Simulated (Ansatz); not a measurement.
**CH7NOSn: a ladder of functionals and wavefunction methods**

One table from this session's results is given with a row withheld; the runs are named, their logs left out.

Program: Ansatz 0.2.0, Gaussian basis. Level of theory: functionals in def2-TZVPP, the program's frozen cores in correlated methods. These are calculated values, not measurements.

The runs, in order: LDA (SPW92), PBE-D4, revPBE-D4, BLYP-D4, r2SCAN-D4, B97M-V, PBE0-D4, B3LYP-D4, r2SCANh-D4, r2SCAN0-D4, HSE06-D4, BHLYP-D4, CAM-B3LYP-D4, LC-ωPBE, ωB97X-V, ωB97M-V, B2PLYP, PBE-QIDH; CCSD(T)/def2-SVP; CCSD(T)/def2-TZVPP; MP2/def2-QZVPP; extrapolation to the limit; RPA on PBE.

## The relaxed structure

All runs share one geometry, relaxed beforehand with PBE0-D4 in a triple-zeta def2 set. Sn takes the def2 core potential; no spin-orbit term is included.

SMILES `[NH2][SnH2][CH2]O`, 11 atoms, charge 0, spin multiplicity 1.

Atoms are counted from 1 here; the program's logs count them from 0.

Bond lengths: N1–Sn2 2.035 Å, N1–H5 1.012 Å, N1–H6 1.012 Å, Sn2–C3 2.180 Å, Sn2–H7 1.715 Å, Sn2–H8 1.707 Å, C3–O4 1.415 Å, C3–H9 1.097 Å, C3–H10 1.091 Å, O4–H11 0.960 Å. Angles: Sn2–N1–H5 114.2°, Sn2–N1–H6 113.6°, H5–N1–H6 107.6°, N1–Sn2–C3 114.8°, N1–Sn2–H7 106.4°, N1–Sn2–H8 105.5°, C3–Sn2–H7 106.3°, C3–Sn2–H8 112.2°, H7–Sn2–H8 111.6°, Sn2–C3–O4 112.2°, Sn2–C3–H9 109.7°, Sn2–C3–H10 108.7°, O4–C3–H9 112.2°, O4–C3–H10 106.6°, H9–C3–H10 107.3°, C3–O4–H11 108.8°.

Set-up of the first run:

File in.yaml:

```yaml
crystal:
  periodic: [false, false, false]
  atoms:
    - {symbol: N, position_ang: [-2.119794, 0.815573, 0.153831]}
    - {symbol: Sn, position_ang: [-0.631379, -0.564878, 0.294966]}
    - {symbol: C, position_ang: [1.375182, 0.212450, -0.056430]}
    - {symbol: O, position_ang: [2.299055, -0.813492, -0.368191]}
    - {symbol: H, position_ang: [-2.089348, 1.372970, -0.689998]}
    - {symbol: H, position_ang: [-2.157072, 1.451807, 0.939609]}
    - {symbol: H, position_ang: [-0.923512, -1.719639, -0.939537]}
    - {symbol: H, position_ang: [-0.792524, -1.253603, 1.848957]}
    - {symbol: H, position_ang: [1.340684, 0.987844, -0.831872]}
    - {symbol: H, position_ang: [1.732775, 0.685994, 0.858960]}
    - {symbol: H, position_ang: [2.031334, -1.232026, -1.189895]}
basis:
  gaussian: {orbitals: def2-TZVPP}
hamiltonian: {xc: lda}
output: {orbitals: {seedname: orbitals}}
```

The run is started by

```sh
$ ansatz run in.yaml --threads 4 --pin off --events-out ev --progress --plain --max-ram 10444MiB
```

Steps of the session up to this table: LDA; PBE-D4 (GGA); revPBE-D4 (GGA); BLYP-D4 (GGA); r2SCAN-D4 (meta-GGA); B97M-V (meta-GGA); PBE0-D4 (hybrid); B3LYP-D4 (hybrid); r2SCANh-D4 (hybrid); r2SCAN0-D4 (hybrid); HSE06-D4 (hybrid); BHLYP-D4 (hybrid); CAM-B3LYP-D4 (range-separated); LC-ωPBE (range-separated); ωB97X-V (range-separated); ωB97M-V (range-separated); B2PLYP (double hybrid); PBE-QIDH (double hybrid).

One table of the session follows, with a row left open; its other results are not shown here.

It belongs to the step «Frontier levels by functional». 

| functional | HOMO (eV) | gap (eV) |
| --- | --- | --- |
| LDA (SPW92) | -5.45 | 4.34 |
| PBE-D4 | -5.31 | 4.39 |
| revPBE-D4 | -5.25 | 4.43 |
| BLYP-D4 | -5.21 | 4.32 |
| r2SCAN-D4 | -5.57 | 5.09 |
| B97M-V | -5.68 | 4.89 |
| PBE0-D4 | -6.64 | 6.51 |
| B3LYP-D4 | -6.43 | 6.01 |
| r2SCANh-D4 | -6.07 | 5.85 |
| r2SCAN0-D4 | -6.82 | 6.97 |
| HSE06-D4 | -6.24 | 5.75 |
| BHLYP-D4 | ? | ? |
| CAM-B3LYP-D4 | -8.01 | 8.66 |
| LC-ωPBE | -9.32 | 11.17 |
| ωB97X-V | -8.97 | 10.63 |
| ωB97M-V | -8.88 | 10.15 |

Q: Estimate the row for BHLYP-D4 from the others.

Worked estimate for «HOMO (eV)». Against the share of exact exchange, BLYP-D4 (0, -5.21), B3LYP-D4 (0.2, -6.43) give a slope of -6.10 per unit share; at 0.5 the line stands at -8.26.

The run gave: HOMO (eV): -7.90; gap (eV): 8.41. In «HOMO (eV)» the line misses by -0.36.
